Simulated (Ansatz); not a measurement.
# Zr3MoC (Pm-3m) in Ansatz: further runs, part 2 of 2

Ansatz 0.2.0. Earlier steps stand in the parts before.

### 3 Relaxation of cell and atoms, PBE+D3(BJ)

input.yaml reads:

```yaml
crystal:
  lattice:
    - [4.94251, 0.0, 0.0]
    - [0.0, 4.94251, 0.0]
    - [0.0, 0.0, 4.94251]
  atoms:
    - { symbol: Zr, position: [0.5, 0.0, 0.0] }
    - { symbol: Zr, position: [0.0, 0.5, 0.0] }
    - { symbol: Zr, position: [0.0, 0.0, 0.5] }
    - { symbol: Mo, position: [0.0, 0.0, 0.0] }
    - { symbol: C, position: [0.5, 0.5, 0.5] }
hamiltonian:
  xc: pbe
  pseudopotentials: { kind: paw }
  dispersion: d3bj
kpoints:
  mp_grid: { grid: [5, 5, 5] }
scf:
  occupations: { method: fermi_dirac, width: 0.05 }
output:
  forces: true
  stress: true
  eigenvalues: true
  write_density: true
  write_potential: true
  elf: true
  volumetric_format: npy
relax:
  f_tol: 0.01
  max_steps: 40
  cell: { stress_tol: 0.05 }
```

Potentials or basis: Ansatz PAW.

The run is started by

```console
$ ansatz run input.yaml --threads 2 --pin off --max-ram 5632MiB --backend cpu --events-out ev --progress --plain --runs-dir out
```

What it wrote:

```text
Warning: RAYON_NUM_THREADS=2 ignored (pool sized by the plan → 2); use --threads N
Engine: ansatz 0.2.0, aarch64-unknown-linux-gnu
Pseudopotentials: kind: paw
Pseudopotential: Zr, paw, valence charge 12, recommended cutoff 420 eV (normal), Zr.paw.azcp
Pseudopotential: Mo, paw, valence charge 14, recommended cutoff 420 eV (normal), Mo.paw.azcp
Pseudopotential: C, paw, valence charge 4, recommended cutoff 420 eV (normal), C.paw.azcp
Functional definition: PBE
  parameter kappa = 0.804
  parameter beta = 0.06672455060314922
  exchange = pbe_x(kappa = kappa, mu = beta*pi^2/3)
  correlation = pbe_c(beta = beta)
Crystal: 5 atoms, lattice volume = 120.738 Å³
Basis set: ecut = 420 eV, 2373 PW (Γ), exchange–correlation on 72×72×72 points (8 copies of the dense FFT grid, shifted against one another)
Bands: 33, of which v1, the nominal top of the filled ones, is band 27 counted from 1 (26 counted from 0)
Symmetry: 48 space group operations
Space group: Pm-3m (ITA 221), of the structure as read, at distance tolerance 4.9e-5 Å
k-points: 10 of 125
Non-local potential: Zr, projectors of the file, l = 0: 3, l = 1: 2, l = 2: 2, l = 3: 2
Non-local potential: Mo, projectors of the file, l = 0: 3, l = 1: 2, l = 2: 2, l = 3: 1
Non-local potential: C, projectors of the file, l = 0: 2, l = 1: 2, l = 2: 1
PAW form: soft (Blöchl's): semilocal exchange-correlation on the pseudo side does not see the compensation charge
PAW one-centre angular grid: Zr, 590 points (default); XC on 64 Gauss nodes
PAW one-centre angular grid: Mo, 590 points (default); XC on 64 Gauss nodes
PAW one-centre angular grid: C, 110 points (default); XC on 64 Gauss nodes
Initial density: superposition of atomic densities (neutral atoms: chi_scale 0, normalization atom), corrected by the library's trained network
Initial wavefunctions: pseudopotential atomic-orbital guess
Functional: x = pbe(κ = 0.804, μ = 0.2195149727645171), c = pbe(β = 0.06672455060314922)
SCF iter   1: F=—  HF=-17751.280245 eV  |F-HF|=—  |Δ(HF+E_count)|=         —  Δρ=1.23e-2  dr2=4.65e-1  ethr=1.77e-3  ⟨swp⟩=5.0  Hψ=1160  notcnv=0
[... 52 lines left out ...]
Internal energy: -17751.201378 eV  (E = F + TS)
E sigma→0 (E₀):  -17751.232277 eV
Entropy (-TS):   -0.061798 eV (-12.360 meV/atom)
Fermi energy:    10.800592 eV
--- Per-component energies (eV) ---
  E_band       = -579.586433
  E_kinetic    = 1523.417912
  E_local      = -4463.168914  (includes V_loc(G=0)·N_el)
  E_nonlocal   = 421.041799
  E_hartree    = 1594.264544
  E_xc         = -711.390992
  E_vxc        = -854.583206  (∫ρ·V_xc dr)
  E_paw        = -12164.639154  (= ΣΔE_a)
  E_vpaw       = -394.823312  (= ΣTr[D̂ρ^β])
  E_aug_tail   = 0.000136  (compensation charges beyond the density's cutoff)
  E_ewald      = -3948.502560
  E_disp       = -2.224149  (pairwise vdW)
  E_smearing   = -0.061798  (= −TS)
  E_closure    = -0.000000  (closes the sum)
  Σ components = -17751.263175   (vs F -17751.263175, Δ=0.00e0)
--- Forces (eV/Å), atoms counted from 1 ---
  atom   1  Zr    -0.00000000     0.00000000    -0.00000000
  atom   2  Zr     0.00000000    -0.00000000     0.00000000
  atom   3  Zr     0.00000000     0.00000000    -0.00000000
  atom   4  Mo    -0.00000000     0.00000000     0.00000000
  atom   5  C      0.00000000     0.00000000     0.00000000
  max |Σ_I F_I| component: 1.25e-29 eV/Å
--- Stress (GPa, compression-positive) ---
       -0.042214       0.000000       0.000000
        0.000000      -0.042214       0.000000
        0.000000       0.000000      -0.042214
  P = ⅓ Tr σ = -0.0422 GPa (-0.422 kbar)
--- Band table (eV; the first three rows and the last of 10) ---
  k-point 0: bands = ["-48.9649", "-38.3037", "-38.2797", "-38.2797", "-23.5959", "-23.5959", "-23.5959", "-16.3676", "-16.3676", "-16.3676", "-16.3239", "-16.3239", "-16.3239", "-15.9919", "-15.9919", "-15.9919", "2.2972", "6.8883", "6.8883", "6.8883", "7.0628", "7.6688", "7.6688", "9.9033", "9.9033", "10.3516", "10.3516", "10.3516", "10.3526", "12.6256", "12.6256", "12.6256", "14.5919"]
  k-point 1: bands = ["-48.9641", "-38.3048", "-38.2864", "-38.2797", "-23.5947", "-23.5947", "-23.5074", "-16.3716", "-16.3650", "-16.3650", "-16.3295", "-16.3295", "-16.3253", "-16.1552", "-15.9941", "-15.9941", "2.3745", "6.9216", "7.0985", "7.1517", "7.1517", "7.6952", "8.2369", "9.2488", "10.1659", "10.2492", "10.2492", "10.4332", "11.3006", "12.4591", "12.7681", "12.7681", "13.2878"]
  k-point 2: bands = ["-48.9628", "-38.3090", "-38.2947", "-38.2796", "-23.5928", "-23.5928", "-23.3575", "-16.4459", "-16.3574", "-16.3574", "-16.3551", "-16.3419", "-16.3419", "-16.3276", "-15.9977", "-15.9977", "2.5072", "6.9404", "6.9776", "7.6847", "7.6847", "7.7345", "8.7402", "9.9195", "10.3148", "10.3148", "10.8036", "11.0203", "11.3542", "11.3542", "11.7588", "12.2046", "13.0863"]
  k-point 9: bands = ["-48.9587", "-38.3094", "-38.3071", "-38.3071", "-23.3518", "-23.3513", "-23.3513", "-16.5784", "-16.4808", "-16.4789", "-16.4789", "-16.3707", "-16.3707", "-16.2304", "-16.2304", "-16.2283", "2.5959", "8.4307", "8.7284", "8.7284", "8.9097", "8.9632", "8.9632", "10.4919", "10.4919", "10.5132", "10.7396", "10.7396", "11.2591", "11.3624", "11.7611", "11.7611", "11.9407"]
--- Relaxed structure (3 steps of the walk, 3 accepted, 1 SCFs on fresh bases) ---
  F+E_penalty+E_count = -17751.26317541 eV   max|allowed force component| = 1.118e-29 eV/Å   (the final SCF, on the basis selected at the relaxed cell)
  cell:  # Å, volume = 117.3287 Å³
    - [4.895549845598656, -1.604941620322695e-35, 8.666684749742561e-34]
    - [-1.604941620322695e-35, 4.895549845598656, 0.0]
    - [9.30866139787164e-34, 0.0, 4.895549845598656]
  atoms:
    - { symbol: Zr, position: [0.5, -8.523951905719995e-37, -4.0590247166496036e-38] }
    - { symbol: Zr, position: [1.6642001339593506e-36, 0.5, 1.623609886836576e-37] }
    - { symbol: Zr, position: [1.4612488980863243e-36, -6.4944395471816564e-37, 0.5] }
    - { symbol: Mo, position: [-4.221385705788535e-36, 3.206629526424565e-36, -4.0590247181251034e-38] }
    - { symbol: C, position: [0.5, 0.5, 0.5] }
```

v_z.tsv:

```text
# z_ang	v_es[eV]	v_tot[eV]
# format = ansatz-planar-average/11
# xc	pbe
# density_cutoff_ev	1680
# datasets	Zr=:simpson_from_first_knot:soft	Mo=:simpson_from_first_knot:soft	C=:simpson_from_first_knot:soft
# lattice	4.895549846	-0.000000000	0.000000000
# lattice	-0.000000000	4.895549846	0.000000000
# lattice	0.000000000	0.000000000	4.895549846
# sites	5
# site	40	2.447774923	-0.000000000	0.000000000
# site	40	0.000000000	2.447774923	0.000000000
# site	40	0.000000000	-0.000000000	2.447774923
# site	42	-0.000000000	0.000000000	-0.000000000
# site	6	2.447774923	2.447774923	2.447774923
0.000000	-9.454148e0	-2.344676e1
0.135987	-8.802274e0	-2.265451e1
0.271975	-6.925343e0	-2.034829e1
0.407962	-4.042494e0	-1.675865e1
0.543950	-5.198017e-1	-1.232160e1
0.679937	3.125945e0	-7.678471e0
[... 28 lines left out ...]
4.623575	-6.925343e0	-2.034829e1
4.759562	-8.802274e0	-2.265451e1
```

It took 7.8 s on 2 threads of Arm Neoverse V2, shared host; peak memory 0.42 GiB.

Results:

```yaml
Free_energy: -17751.2632 eV
Relaxed_volume: 23.47 Å³/atom
Relaxed_cell: a = 4.896 Å, b = 4.896 Å, c = 4.896 Å, α = 90.00°, β = 90.00°, γ = 90.00°
Space_group_after_relaxing_to_0.05_Å: Pm-3m (No. 221)
Energy_gained_by_relaxing: 4.9 meV/atom
Ionic_steps: 4
Pressure_after_relaxing: 0.0 GPa
Band_gap_on_the_k_mesh: none (metal or under the smearing width)
```

Step by step:
```
step  energy change (eV)  largest force (eV/Å)  volume (Å³)
   1              0.0000                0.0000       120.74
   2             -0.0207                0.0000       115.68
   3             -0.0255                0.0000       117.33
   4             -0.0244                0.0000       117.33
```

Final structure:
```
Zr Mo C
1.0
     4.89555    0.00000    0.00000
     0.00000    4.89555    0.00000
     0.00000    0.00000    4.89555
Zr Mo C
3 1 1
Direct
  0.50000 0.00000 0.00000
  0.00000 0.50000 0.00000
  0.00000 0.00000 0.50000
  0.00000 0.00000 0.00000
  0.50000 0.50000 0.50000
```

Levels at points of the mesh, in eV from the Fermi level:
| k point | band 24 | band 25 | band 26 | band 27 | band 28 | band 29 | band 30 | band 31 |
| --- | --- | --- | --- | --- | --- | --- | --- | --- |
| (0.00, 0.00, 0.00) | -0.90 | -0.90 | -0.45 | -0.45 | -0.45 | -0.45 | 1.83 | 1.83 |

Caveat: the plane-wave basis is chosen anew once the cell has moved, so the energies of steps on either side of that aren't comparable; pairwise dispersion overbinds metals, which lowers pressure and volume.
